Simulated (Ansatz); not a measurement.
Runs of Ansatz 0.2.0 on CsLiCr2Te2S3. Symmetry: Cm, No. 8, monoclinic system. Conventional cell: a = 6.843 Å, b = 10.361 Å, c = 7.978 Å, α = 90.00°, β = 111.21°, γ = 90.00°. Cs (site symmetry m) is surrounded by 5 S at 3.58 to 3.92 Å and 1 Li at 4.01 Å. Around Li (site symmetry m) lie 3 S at 2.42 to 2.56 Å. Cr (site symmetry 1) is surrounded by 3 S at 2.20 to 2.25 Å and 1 Te at 2.51 Å. Around Te (site symmetry 1) lie 1 Cr at 2.51 Å. S (site symmetry 1) is surrounded by 2 Cr at 2.24 to 2.25 Å and 1 Li at 2.56 Å. S (site symmetry m) has 2 Cr at 2.20 Å and 1 Li at 2.42 Å as nearest neighbours. The cell was built by a generator and needn't be a form met in nature.

| task | level | spin | cell | k mesh | points for each segment of the path | temperature | mesh quality | gap on the mesh (eV) | pressure (GPa) | moment (μB) | relaxed volume (Å³/atom) | largest force (eV/Å) |
| --- | --- | --- | --- | --- | --- | --- | --- | --- | --- | --- | --- | --- |
| relaxation of cell and atoms | revPBE | collinear, ferromagnetic start | relaxed | 4 × 4 × 3 | - | - | not flagged | none | 0.0 | (b) | 32.18 | 0.01 |
| band structure | revPBE | collinear, ferromagnetic start | as given | 5 × 5 × 4 | 10 | - | not flagged | none | 1.3 | 4.01 | - | 0.13 |
| band structure | PBEsol | collinear, ferromagnetic start | as given | 5 × 5 × 4 | 10 | - | not flagged | none | (a) | 4.01 | - | 0.29 |
| band structure | PBE | non-collinear, ferromagnetic start, SOC | as given | 4 × 4 × 3 | 10 | - | not flagged | none | 0.1 | 4.08 | - | 0.07 |
| relaxation of cell and atoms | PBEsol | collinear, ferromagnetic start | relaxed | 4 × 4 × 3 | - | - | not flagged | none | 0.0 | 5.04 | 25.62 | - |

Alike in all rows: potentials or basis Ansatz PAW; cutoff (eV) 420; smearing fermi-dirac 0.05 eV.

Task: Estimate the missing entries.

Result: (a) -2.1; (b) 4.02.

Caveats: the PAW data sets come from PBE, with cores solved anew for the run's functional, which leaves a small shift of forces and pressure (some runs); the plane-wave basis is chosen anew once the cell has moved, so the energies of steps on either side of that aren't comparable (some runs); spin-orbit coupling is left out, which moves the levels of the heavy elements (some runs); the thresholds are loose for stress (some runs).

A k mesh can miss the band edges, and rows without SOC leave out spin-orbit coupling on Cs, Te.

A gap of «none» marks a metal or a gap under the smearing width.
